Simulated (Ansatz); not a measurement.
**Y2C: pressure against volume**

One table from this session's results is given with a row withheld; the runs are named, their logs left out.

Computed with Ansatz 0.2.0 (DFT PBEsol, scalar-relativistic, unless a step's input says otherwise).

### The structure to begin with

The structure is trigonal, space group R-3m (No. 166). Conventional cell: a = 3.625 Å, b = 3.625 Å, c = 17.964 Å, α = 90.00°, β = 90.00°, γ = 120.00°. Y (site symmetry 3m) is surrounded by 3 C at 2.49 Å. C (site symmetry -3m) is surrounded by 6 Y at 2.49 Å.

Structure file:

```xyz
3
Lattice="1.8124 1.0464 5.9880 -1.8124 1.0464 5.9880 0.0000 -2.0928 5.9880" Properties=species:S:1:pos:R:3 pbc="T T T"
Y     0.0000    0.0000    4.6335
Y     0.0000    0.0000   13.3305
C     0.0000    0.0000    0.0000
```

Atoms are numbered in the order of the input: Y1, Y2, C3.

Set-up of the first run:

input.yaml

```yaml
crystal:
  lattice:
    - [1.7754207076, 1.0250396235, 5.865761619]
    - [-1.7754207076, 1.0250396235, 5.865761619]
    - [0.0, -2.0500792469, 5.865761619]
  atoms:
    - { symbol: "Y", position: [0.25793, 0.25793, 0.25793] }
    - { symbol: "Y", position: [0.74207, 0.74207, 0.74207] }
    - { symbol: C, position: [0.0, 0.0, 0.0] }
kpoints:
  mp_grid: { grid: [11, 11, 11] }
  band_path:
    path:
      - [0.0, 0.0, 0.0]
      - [0.5, 0.5, 0.5]
      - [0.8129750465, 0.1870249535, 0.5]
      - [0.5, -0.1870249535, 0.1870249535]
      - [0.5, 0.0, 0.0]
      - [0.0, 0.0, 0.0]
      - [0.3435124768, -0.3435124768, 0.0]
      - [0.6564875232, 0.0, 0.3435124768]
      - [0.5, 0.0, 0.5]
    npoints: 5
scf:
  occupations: { method: fermi_dirac, width: 0.05 }
hamiltonian:
  xc: pbesol
  pseudopotentials: { kind: all_electron, lapw: { basis_error: 0.001 } }
output:
  forces: true
  stress: true
  eigenvalues: true
```

Run with:

```bash
ansatz run input.yaml --threads 1 --pin off --max-ram 4096MiB --backend cpu --events-out ev --progress --plain --runs-dir out
```

Among the steps run: Volume × 0.94, LAPW; Volume × 0.94, PAW; Volume × 0.94, crystal datasets; Volume × 0.98, LAPW; Volume × 0.98, PAW; Volume × 0.98, crystal datasets; Volume × 1.01, LAPW; Volume × 1.01, PAW; Volume × 1.01, crystal datasets; Volume × 1.04, LAPW; Volume × 1.04, PAW; Volume × 1.04, crystal datasets.

One table of the session follows, with a row left open; its other results are not shown here.

It belongs to the step «The equation of state». 

| method | volume (Å³/atom) | largest force (eV/Å) |
| --- | --- | --- |
| LAPW | 21.350 | 0.061 |
| LAPW | 22.258 | 0.395 |
| LAPW | 22.940 | 0.614 |
| LAPW | 23.621 | 0.807 |
| PAW | 21.350 | 0.062 |
| PAW | 22.258 | 0.397 |
| PAW | 22.940 | ? |
| PAW | 23.621 | 0.808 |
| crystal datasets | 21.350 | 0.061 |
| crystal datasets | 22.258 | 0.395 |
| crystal datasets | 22.940 | 0.614 |
| crystal datasets | 23.621 | 0.807 |

**Question.** Estimate the row for PAW, 22.940.

**Answer.** largest force (eV/Å): 0.615. In the column «largest force (eV/Å)» it lies between crystal datasets, 22.940 (0.614) and LAPW, 23.621 (0.807).

To keep in mind: Warnings in the runs' records: gradients without spin orbit, crystal datasets made.
